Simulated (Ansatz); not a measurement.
I need a ladder of methods at one geometry of ClK. Use the Ansatz DFT code, driven from Python. Level of theory (for the species named): MP2, def2-SVP basis, multiplicity 1. The script varies method: mp2, ccsd, ccsd_t, ccsdt_q.

| atom | x (Å) | y (Å) | z (Å) |
| --- | --- | --- | --- |
| Cl | 1.1977 | -0.4500 | 0.5981 |
| K | -1.1682 | 0.3898 | -0.5941 |

`clk.py`:
```python
'''ClK at several levels of theory.'''

import warnings

import ansatz as az
from ase import Atoms

warnings.simplefilter('ignore', az.DeckWarning)

atoms = Atoms(['Cl', 'K'], positions=[
    (1.1977, -0.45, 0.5981),
    (-1.1682, 0.3898, -0.5941),
])
mol = az.Crystal.molecule_from_ase(atoms)

setup = mol.calculation().basis(gaussian='def2-SVP')

methods = ['mp2', 'ccsd', 'ccsd_t', 'ccsdt_q']
reports = [setup.correlation(m).run(threads=1, backend='cpu').report for m in methods]
print(f'Hartree-Fock reference {reports[0]["reference_energy_ev"] / 27.211386246:.6f} Ha')
best = reports[-1]['free_energy_ev'] - reports[-1]['reference_energy_ev']
for method, each in zip(methods, reports):
    gained = each['free_energy_ev'] - each['reference_energy_ev']
    print(f'{method:8s} total {each["free_energy_ev"] / 27.211386246:.6f} Ha  correlation {gained:9.4f} eV  ({100 * gained / best:.1f} % of the last)')
```

Output of `python clk.py`:
```text
Hartree-Fock reference -1058.509280 Ha
mp2      total -1058.688887 Ha  correlation   -4.8873 eV  (90.6 % of the last)
ccsd     total -1058.704996 Ha  correlation   -5.3257 eV  (98.7 % of the last)
ccsd_t   total -1058.707188 Ha  correlation   -5.3854 eV  (99.8 % of the last)
ccsdt_q  total -1058.707617 Ha  correlation   -5.3970 eV  (100.0 % of the last)
```

Reading the output:
- The settings weren't tested for convergence.
- The geometry is a force-field or estimated start, not a minimum of this method, and the basis set is short of its limit. A lower total doesn't mark the better method: functionals have no common bound, and MP2 and coupled cluster aren't variational.
- Inner cores stay frozen; the shell under the valence of alkali and alkaline-earth atoms is correlated with it.
- Hardware and time: 9.5 s on 1 thread of Intel(R) Xeon(R) Processor @ 2.30GHz, on a shared host, peak memory 0.29 GiB.
